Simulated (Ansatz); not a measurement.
# AsHN: the cost of one run

Program: Ansatz 0.2.0, Gaussian basis. Level of theory: def2-QZVPP, all electrons in the functionals, frozen cores in the correlation of double hybrids and RPA. These are calculated values, not measurements.

The runs, in order: wB97M-V, B2PLYP, at charge 0, quartet; charge 0, doublet; charge 0, sextet; charge 1, triplet; charge 1, quintet.

10 further runs of the same task are left out: 1 that didn't finish, 9 set aside as unsound or not needed. Runs told in other sessions of the task aren't counted.

## 1. The geometry

The geometry is a PBE0/def2-TZVP stationary point (not a proven minimum). No spin-orbit coupling is included. The filled d shell of As may be among the frozen orbitals whatever the setting's name suggests.

3 atoms, charge 0, spin multiplicity 4.

Atoms are counted from 1 here; the program's logs count them from 0.

Bond lengths: N1–As2 1.951 Å, As2–H3 1.530 Å. Angles: N1–As2–H3 92.2°.

No dispersion term is added; wB97M-V holds VV10 nonlocal correlation.

The geometry shown and the zero of energy belong to the point charge 0, quartet. The yardstick, RCCSD(T), and other wave-function levels (R restricted, U unrestricted, valence and pair active spaces) come from earlier runs.

## 2. wB97M-V, charge 0, quartet

The input, in.yaml:

```yaml
crystal:
  periodic: [false, false, false]
  atoms:
    - {symbol: N, position_ang: [0.000000, 0.032255, 1.647608]}
    - {symbol: As, position_ang: [0.000000, -0.026220, -0.302556]}
    - {symbol: H, position_ang: [0.000000, 1.500755, -0.406323]}
basis:
  gaussian: {orbitals: "def2-QZVPP.json"}
magnetization: {spin_polarized: true, initial_magnetization: 3}
hamiltonian: {xc: {name: wB97M-V}}
output: {orbitals: {seedname: orbitals}}
```

Launch:

```sh
$ ansatz run in.yaml --threads 1 --pin off --events-out ev --progress --plain --max-ram 2393MiB
```

What time and memory should one allow on 1 thread of Arm Neoverse V1, shared host?

About 28 s, with a peak of 0.46 GiB.
